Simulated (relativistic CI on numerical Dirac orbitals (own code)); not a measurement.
# Fe⁶⁺: resonant inelastic X-ray scattering at the L2,3 edge

Aim: the energy losses and their intensities at the absorption maxima, by the Kramers-Heisenberg formula, for 6 crystal fields.

Program: relativistic CI on numerical Dirac orbitals (own code) version 3. Level of theory: Dirac-Coulomb-Breit CI, KLI orbitals optimised for each configuration, model QED (radiative potential, 1s self-energy scaled to tabulated hydrogen-like ionisation energies), valence Slater integrals scaled by 0.8, Kramers-Heisenberg scattering through one core-hole configuration in a parametric crystal field. These are calculated values, not measurements, unless marked.

## (1) The system

| Quantity | Value |
| --- | --- |
| ion | Fe⁶⁺ (Fe VII) |
| nuclear charge | 26 |
| electrons | 20 |
| configurations | [Ar] 3d2 → [He] 2s2 2p5 3s2 3p6 3d3 |
| temperature | 80 K |
| core-hole width | 0.4 eV |
| field 1 (cm⁻¹) | Oh, 10Dq = 20700 |
| field 2 (cm⁻¹) | Oh, 10Dq = 35000 |
| field 3 (cm⁻¹) | D4h, 10Dq = 11300, Ds = 90, Dt = 90 |
| field 4 (cm⁻¹) | Td, 10Dq = -12200 |
| field 5 (cm⁻¹) | Td, 10Dq = -20000 |
| field 6 (cm⁻¹) | D3d, 10Dq = 15850, Dsigma = 1110, Dtau = -390 |

## (2) Field 1: Oh, 10Dq = 20700

The run's settings:

```ini
atom Fe  Z=26  charge=6  electrons=20
nucleus A=56  rms_radius_fm=3.7377
hamiltonian dirac-coulomb  breit=on  qed=on  c_scale=1
orbitals kli  potential=per-configuration
slater_scale 0.8
correlation none
mixing on
configurations
  [Ar] 3d2
  [He] 2s2 2p5 3s2 3p6 3d3
end
rixs L2,3 T=80 core_hole_width=0.4
crystal_field Oh 10Dq=20700
```

Command:

```console
> python run_levels.py task.json out
```

One command runs all members of the session, one after another, from task.json.

## (3) Field 2: Oh, 10Dq = 35000

Changes to the settings of step 2:

```diff
@@ -12,2 +12,2 @@
 rixs L2,3 T=80 core_hole_width=0.4
-crystal_field Oh 10Dq=20700
+crystal_field Oh 10Dq=35000
```

## (4) Field 3: D4h, 10Dq = 11300, Ds = 90, Dt = 90

Changes to the settings of step 3:

```diff
@@ -12,2 +12,2 @@
 rixs L2,3 T=80 core_hole_width=0.4
-crystal_field Oh 10Dq=35000
+crystal_field D4h 10Dq=11300 Ds=90 Dt=90
```

## (5) Field 4: Td, 10Dq = -12200

Changes to the settings of step 4:

```diff
@@ -12,2 +12,2 @@
 rixs L2,3 T=80 core_hole_width=0.4
-crystal_field D4h 10Dq=11300 Ds=90 Dt=90
+crystal_field Td 10Dq=-12200
```

## (6) Field 5: Td, 10Dq = -20000

Changes to the settings of step 5:

```diff
@@ -12,2 +12,2 @@
 rixs L2,3 T=80 core_hole_width=0.4
-crystal_field Td 10Dq=-12200
+crystal_field Td 10Dq=-20000
```

## (7) Field 6: D3d, 10Dq = 15850, Dsigma = 1110, Dtau = -390

Changes to the settings of step 6:

```diff
@@ -12,2 +12,2 @@
 rixs L2,3 T=80 core_hole_width=0.4
-crystal_field Td 10Dq=-20000
+crystal_field D3d 10Dq=15850 Dsigma=1110 Dtau=-390
```

(Steps that only read results are left out.)

What does the calculation give? Wanted: incident energies, field 1.

**Answer**, as computed:

| field | S, thermal mean | first incident energy (eV) | lowest loss over 0.08 eV (eV) | strongest such loss there (eV) | its level |
| --- | --- | --- | --- | --- | --- |
| 1: Oh | 1.00 | 725.7 | 0.115 | 0.115 | T1, S = 1.0 |
| 2: Oh | 1.00 | 726.5 | 0.106 | 0.106 | T1, S = 1.0 |
| 3: D4h | 1.00 | 725.2 | 0.123 | 2.285 | E, S = 0.0 |
| 4: Td | 1.00 | 725.2 | 1.484 | 2.329 | E, S = 0.3 |
| 5: Td | 1.00 | 726.0 | 2.316 | 4.805 | T2, S = 0.0 |
| 6: D3d | 1.00 | 725.5 | 0.228 | 0.228 | E, S = 1.0 |

```
                            quantity                   value
          incident energies, field 1  725.7, 726.4, 736.2 eV
strongest loss over 0.08 eV, field 1                 0.11 eV
```

In words: In field 1 the strongest loss over 0.08 eV at the first resonance is 0.11 eV (T1, S = 1.0). Spin-orbit coupling in the valence shell mixes spin states, so S is only an average. The first incident energy is the lowest absorption maximum of each field and need not be the same resonance in all. Only the lowest levels kept in the record count, and labels are spin-orbit irreps. Polarisations are summed, and charge-transfer losses are outside the model.
